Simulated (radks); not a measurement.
# Rh in [Kr] 4d8 5s1: an all-electron calculation

The task here is to estimate one member of a computed series from the others.

Program: radks (a radial shooting solver on a logarithmic mesh, Libxc functionals) version 1. Level of theory: Dirac Kohn-Sham, PBEsol, spin-unpolarised, spherical densities, finite nucleus; open shells fill j = l - 1/2 first. These are calculated values, not measurements, unless marked.

### The system

| Quantity | Value |
| --- | --- |
| element | rhodium (Z = 45) |
| charge | 0 |
| electrons | 45 |
| configuration | [Kr] 4d8 5s1 |
| nuclear rms radius | 4.4945 fm |

Set-up of the first run:

The run's settings:

```text
Z 45
configuration [Kr] 4d8 5s1
relativity Dirac
functional pbe_sol,pbe_sol
spin unpolarised
j_filling energy
nucleus finite rms 4.4945 fm
c 137.035999084
```

Among the steps run: Self-consistent calculation.

One table of the session follows, with a row left open; its other results are not shown here.

It belongs to the step «Shells». From the orbitals of this run (lengths in bohr):

| level | <r> | outermost maximum (interpolated) | 90 % within | nodes |
| --- | --- | --- | --- | --- |
| 1s1/2 | 0.03264 | 0.0212 | 0.0585 | 0 |
| 2s1/2 | 0.1416 | 0.120 | 0.219 | 1 |
| 2p1/2 | 0.1203 | 0.0930 | 0.197 | 0 |
| 2p3/2 | 0.1252 | 0.0970 | 0.204 | 0 |
| 3s1/2 | 0.3907 | 0.352 | 0.577 | 2 |
| 3p1/2 | 0.3833 | 0.338 | 0.579 | 1 |
| 3p3/2 | ? | ? | ? | ? |
| 3d3/2 | 0.3685 | 0.290 | 0.586 | 0 |
| 3d5/2 | 0.3720 | 0.292 | 0.591 | 0 |
| 4s1/2 | 0.9802 | 0.881 | 1.43 | 3 |
| 4p1/2 | 1.061 | 0.927 | 1.57 | 2 |
| 4p3/2 | 1.092 | 0.952 | 1.62 | 2 |
| 4d3/2 | 1.579 | 1.14 | 2.59 | 1 |
| 4d5/2 | 1.606 | 1.15 | 2.64 | 1 |
| 5s1/2 | 3.277 | 2.64 | 4.99 | 4 |

**Question.** Estimate the row for 3p3/2.

The run gave: <r>: 0.3940; outermost maximum (interpolated): 0.348; 90 % within: 0.594; nodes: 1. In the column «<r>» it lies between 3s1/2 (0.3907) and 4s1/2 (0.9802).

Limits of these values: Spin polarisation and multiplet splitting are left out.
